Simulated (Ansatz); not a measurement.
# CH6B2S: the cost of one run

Program: the Python package of Ansatz 0.2.0. Level of theory: B3LYP+D4/def2-SVP. These are calculated values, not measurements.

**1. Starting point**

Bond lengths: B1–B2 1.657 Å, B2–S3 1.887 Å, S3–C4 1.820 Å, B1–H5 1.181 Å, B1–H6 1.181 Å, B2–H7 1.181 Å, C4–H8 1.109 Å, C4–H9 1.110 Å, C4–H10 1.110 Å. Angles: B1–B2–S3 120.1°, B1–B2–H7 119.9°, S3–B2–H7 119.9°, B2–B1–H5 120.0°, B2–B1–H6 120.0°, H5–B1–H6 120.0°, B2–S3–C4 94.2°, S3–C4–H8 108.9°, S3–C4–H9 110.3°, S3–C4–H10 110.3°, H8–C4–H9 108.7°, H8–C4–H10 108.7°, H9–C4–H10 109.9°.

No structure file is read: the coordinates are typed or built in the script.

**2. Script**

run_torsion.py reads:

```python
"""Rigid torsion scan of CH6B2S."""

import ansatz
from ase import Atoms

BASIS = "def2-SVP"
XC = "b3lyp"
DISPERSION = "d4"
FORCE_TOL = 0.02


def main() -> None:
    atoms = Atoms(["B", "B", "S", "C", "H", "H", "H", "H", "H", "H"], positions=[
        [1.9259, 0.3723, -0.2325],
        [0.7255, -0.7487, -0.4491],
        [-0.9106, -0.2435, -1.2415],
        [-1.7056, 0.1695, 0.3427],
        [1.7559, 1.4927, -0.5655],
        [2.9493, 0.0526, 0.2623],
        [0.8964, -1.8678, -0.1128],
        [-2.7434, 0.5089, 0.1471],
        [-1.1524, 0.9885, 0.8489],
        [-1.741, -0.7247, 1.0002],
    ])

    # relax first, so that the scan starts from a minimum
    first = (
        ansatz.Crystal.molecule_from_ase(atoms).calculation()
        .basis(gaussian=BASIS)
        .functional(XC, dispersion=DISPERSION)
        .relax(force_tolerance=FORCE_TOL, max_steps=80)
    )
    atoms.positions = first.run(threads=1).report["positions_ang"]

    start = atoms.get_dihedral(0, 1, 2, 3)
    energies = {}
    for turn in range(0, 360, 30):
        turned = atoms.copy()
        turned.set_dihedral(0, 1, 2, 3, start + turn, indices=[2, 3, 7, 8, 9])
        setup = (
            ansatz.Crystal.molecule_from_ase(turned).calculation()
            .basis(gaussian=BASIS)
            .functional(XC, dispersion=DISPERSION)
        )
        energies[round((start + turn) % 360)] = setup.run(threads=1).report["free_energy_ev"]
    floor = min(energies.values())
    print("dihedral B0-B1-S2-C3 (deg)   E - E(min) (kJ/mol)")
    for angle, e in sorted(energies.items()):
        print(f"{angle:8d} {96.485332 * (e - floor):14.3f}  " + "#" * int(30 * (e - floor) / max(max(energies.values()) - floor, 1e-9)))


if __name__ == "__main__":
    main()
```

**3. The calls as engine input**

The package turns the script's settings into the engine's input (first run):

```yaml
crystal:
  periodic: [false, false, false]
  atoms:
    - { symbol: B, position_ang: [1.9259, 0.3723, -0.2325] }
    - { symbol: B, position_ang: [0.7255, -0.7487, -0.4491] }
    - { symbol: S, position_ang: [-0.9106, -0.2435, -1.2415] }
    - { symbol: C, position_ang: [-1.7056, 0.1695, 0.3427] }
    - { symbol: H, position_ang: [1.7559, 1.4927, -0.5655] }
    - { symbol: H, position_ang: [2.9493, 0.0526, 0.2623] }
    - { symbol: H, position_ang: [0.8964, -1.8678, -0.1128] }
    - { symbol: H, position_ang: [-2.7434, 0.5089, 0.1471] }
    - { symbol: H, position_ang: [-1.1524, 0.9885, 0.8489] }
    - { symbol: H, position_ang: [-1.741, -0.7247, 1.0002] }
basis:
  gaussian:
    orbitals: def2-SVP
hamiltonian:
  xc: b3lyp
  dispersion: d4
relax:
  f_tol: 0.02
  max_steps: 80
```

**4. The run**

Command:

```bash
python run_torsion.py
```

**Question.** How long does this script take on 1 thread of Arm Neoverse V1, shared host, and how much memory does it need?

About 2 min, with a peak of 0.25 GiB.
